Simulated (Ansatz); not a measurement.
# Cu: the cost of one run

Program: Ansatz 0.2.0. Level of theory: DFT PBEsol, scalar-relativistic, plane waves, PAW. These are calculated values, not measurements.

## Step 1: The structure to begin with

It takes space group I4/mmm (No. 139, tetragonal). The conventional cell has a = 2.886 Å, b = 2.886 Å, c = 2.752 Å, α = 90.00°, β = 90.00°, γ = 90.00°. Cu (site symmetry 4/mmm) is surrounded by 10 Cu at 2.46 to 2.75 Å.

Coordinates:

```cif
data_structure
_symmetry_space_group_name_H-M 'P 1'
_symmetry_Int_Tables_number 1
_cell_length_a 2.4611
_cell_length_b 2.4611
_cell_length_c 2.4611
_cell_angle_alpha 108.218
_cell_angle_beta 108.218
_cell_angle_gamma 112.008
_cell_volume 11.46
loop_
_atom_site_label
_atom_site_type_symbol
_atom_site_fract_x
_atom_site_fract_y
_atom_site_fract_z
_atom_site_occupancy
Cu1 Cu 0.00000 0.00000 0.00000 1
```

It goes back to an entry of the Materials Project, which need not be the stable form.

The cell is taken as given, not relaxed at this level.

## Step 2: Zero of energy

The reference gives a free energy of -6588.7351 eV, pressure -1.43 GPa, largest force 0.000 eV/Å and gap on the mesh none (metal). It was computed beforehand with the settings of the runs below.

## Step 3: Setting up a two-dimensional strain map

The cell is strained by p along both x and y and by q along z, with fractional coordinates fixed.

## Step 4: Point p = -0.080, q = -0.080

File input.yaml:

```yaml
crystal:
  lattice:
    - [-1.3273698544, 1.3273698544, 1.265994934]
    - [1.3273698544, -1.3273698544, 1.265994934]
    - [1.3273698544, 1.3273698544, -1.265994934]
  atoms:
    - { symbol: Cu, position: [0.0, 0.0, 0.0] }
basis:
  ecutwfc: 420
kpoints:
  mp_grid: { grid: [24, 24, 24] }
hamiltonian:
  xc: pbesol
scf:
  occupations: { method: gaussian, width: 0.15 }
output:
  forces: true
  stress: true
  eigenvalues: true
```

Launch:

```console
ansatz run input.yaml --threads 1 --pin off --max-ram 2560MiB --backend cpu --events-out ev --progress --plain --runs-dir out
```

Q: Estimate wall time and peak memory on 1 thread of Intel Xeon 6975P-C (Granite Rapids), shared host.

About 4.4 s, with a peak of 0.45 GiB.
